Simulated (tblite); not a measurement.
# C7H15S: the cost of one run

Computed with tblite 0.8.0 and PySCF 2.14.0, with density-fitted response routines of our own, on a single molecule in the gas phase. Atoms count from 0, in the outputs and in this text.

## Step 1: Starting geometry

23 atoms, charge -1, multiplicity 1; geometry from: force field or distance geometry start.

Bonds of the start (Å): C0–C1 1.52, C1–C2 1.49, C2–C3 1.49, C3–C4 1.50, C4–C5 1.50, C3–C6 1.51, C6–S7 1.78, C0–H8 1.11, C0–H9 1.13, C0–H10 1.09, C1–H11 1.11, C1–H12 1.11, C2–H13 1.12, C2–H14 1.11, C3–H15 1.14, C4–H16 1.12, C4–H17 1.12, C5–H18 1.12, C5–H19 1.11, C5–H20 1.11, C6–H21 1.12, C6–H22 1.09.

## Step 2: Relaxing the molecule with GFN2-xTB

The job: settings as JSON, then the geometry in Å.

```
{"job": {"kind": "relax", "xc": "GFN2-xTB", "basis": "xTB"}, "charge": -1, "multiplicity": 1}
C      2.840600     1.072900     0.253400
C      1.843200    -0.067300     0.348100
C      0.472300     0.400700    -0.008000
C     -0.580200    -0.650500     0.052000
C     -1.914200    -0.068300    -0.320300
C     -2.361700     1.064500     0.558500
C     -0.308500    -1.865800    -0.808200
S     -1.648500    -3.021000    -0.585200
H      2.516300     1.791600    -0.523900
H      2.823800     1.620900     1.236900
H      3.849400     0.689900     0.085500
H      1.925400    -0.544800     1.341700
H      2.189800    -0.827100    -0.386400
H      0.214300     1.256700     0.666300
H      0.521300     0.836100    -1.032100
H     -0.697700    -1.056500     1.112400
H     -2.691000    -0.869500    -0.203900
H     -1.898000     0.214100    -1.408900
H     -2.394200     0.715900     1.619700
H     -3.355200     1.380900     0.185700
H     -1.700800     1.938100     0.412400
H      0.597000    -2.429500    -0.460300
H     -0.248000    -1.554800    -1.852300
```

Command:

```sh
$ OMP_NUM_THREADS=1 python probes_run.py task.json out
```

The driver reads the jobs from task.json and runs them one after another.

**Question.** How long does this first job take on 1 thread of Arm Neoverse N1, shared host?

About 1.6 s.
